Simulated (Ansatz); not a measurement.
# CH3BBr radical: a rigid scan of the angle H4–C1–B2

An exercise on one series of results from a longer session: the logs are not shown, and one member is left open.

Program: Ansatz 0.2.0, Gaussian basis. Level of theory: single points in def2-TZVPP. These are calculated values, not measurements.

Levels: PBE-D4, r2SCAN-D4, PBE0-D4, B3LYP-D4, wB97M-V, Hartree-Fock, MP2, CCSD, CCSD(T). The scan takes 76.3, 83.8, 91.3, 98.8, 106.3, 113.8, 121.3, 128.8, 136.3°.

Cores are frozen in the correlated methods. Filled d shells of the heavier atoms are correlated. Orbitals are unrestricted. B3LYP uses VWN-RPA correlation.

28 further runs of the same task are left out: 28 set aside as unsound or not needed.

## Starting geometry

The minimum, relaxed at PBE0-D4: 6 atoms, charge 0, spin multiplicity 2.

Atoms are counted from 1 here; the program's logs count them from 0.

Bond lengths: C1–B2 1.542 Å, C1–H4 1.099 Å, C1–H5 1.094 Å, C1–H6 1.092 Å, B2–Br3 1.890 Å. Angles: B2–C1–H4 106.3°, B2–C1–H5 113.4°, B2–C1–H6 112.9°, H4–C1–H5 107.1°, H4–C1–H6 106.6°, H5–C1–H6 109.9°, C1–B2–Br3 126.3°.

As a file:

```xyz
6
CH3BBr
C    -0.32044    0.33732   -0.31103
B     0.15759   -1.05618    0.14423
Br    1.61676   -1.41935    1.28848
H    -1.02638    0.68773    0.45561
H     0.48496    1.07597   -0.36982
H    -0.87029    0.31041   -1.25356
```

Energies of the minimum (eV), from earlier single points: PBE-D4 -71795.04319, r2SCAN-D4 -71806.75249, PBE0-D4 -71797.85657, B3LYP-D4 -71809.33054, wB97M-V -71803.12270, CCSD(T) -71764.34003.

At the minimum the angle H4–C1–B2 is 106.3°.

The first run:

ccsdt-tzvpp/in.yaml

```yaml
crystal:
  periodic: [false, false, false]
  atoms:
    - {symbol: C, position_ang: [-0.320444, 0.337316, -0.311032]}
    - {symbol: B, position_ang: [0.157592, -1.056183, 0.144233]}
    - {symbol: Br, position_ang: [1.616756, -1.419347, 1.288475]}
    - {symbol: H, position_ang: [-0.857361, 0.173871, 0.634419]}
    - {symbol: H, position_ang: [0.484959, 1.075969, -0.369824]}
    - {symbol: H, position_ang: [-0.870287, 0.310411, -1.253561]}
basis:
  gaussian: {orbitals: def2-TZVPP}
magnetization: {spin_polarized: true, initial_magnetization: 1}
correlation: {method: ccsd_t}
scf: {omitted_lower_state_checks: [cluster_reference]}
```

No record of the launch command was kept for these runs.

Among the steps run: H4–C1–B2 = 76.3°; H4–C1–B2 = 83.8°; H4–C1–B2 = 91.3°; H4–C1–B2 = 98.8°; H4–C1–B2 = 106.3°; H4–C1–B2 = 113.8°; H4–C1–B2 = 121.3°; H4–C1–B2 = 128.8°; H4–C1–B2 = 136.3°.

One of the session's tables, all rows but one given; the rest of the session is left out.

Energies less that of the minimum at the same level (kcal/mol):

| angle (°) | PBE-D4 | PBE0-D4 | B3LYP-D4 | wB97M-V | Hartree-Fock |
| --- | --- | --- | --- | --- | --- |
| 76.3 | 11.6 | 12.1 | 12.8 | 12.2 | 15.0 |
| 83.8 | 6.7 | 6.9 | 7.4 | 6.9 | 8.5 |
| 91.3 | 3.1 | 3.1 | 3.4 | 3.1 | 3.9 |
| 98.8 | 0.8 | 0.8 | 0.9 | 0.8 | 1.0 |
| 106.3 | 0.0 | 0.0 | 0.0 | 0.0 | 0.0 |
| 106.3 (minimum) | 0.0 | 0.0 | 0.0 | 0.0 | 0.0 |
| 113.8 | 0.7 | 0.8 | 0.7 | 0.8 | 0.9 |
| 121.3 | 2.9 | 3.2 | 3.1 | 3.2 | 3.8 |
| 128.8 | ? | ? | ? | ? | ? |
| 136.3 | 11.8 | 12.7 | 12.8 | 12.9 | 15.1 |

**Question.** Estimate the row for angle (°) = 128.8.

Worked estimate for «PBE-D4». A straight line through the neighbours (121.3, 2.9) and (136.3, 11.8) gives 2.9 + (11.8 − 2.9) × (128.8 − 121.3) / (136.3 − 121.3) = 7.4; a parabola fitted to 3 rows on both sides gives 6.6.

The run gave: PBE-D4: 6.6; PBE0-D4: 7.1; B3LYP-D4: 7.1; wB97M-V: 7.3; Hartree-Fock: 8.5. In «PBE-D4» the line misses by +0.8 and the parabola by 0.0.

To keep in mind: A polynomial through the near points puts the CCSD(T) minimum 0.2° below the PBE0-D4 value.
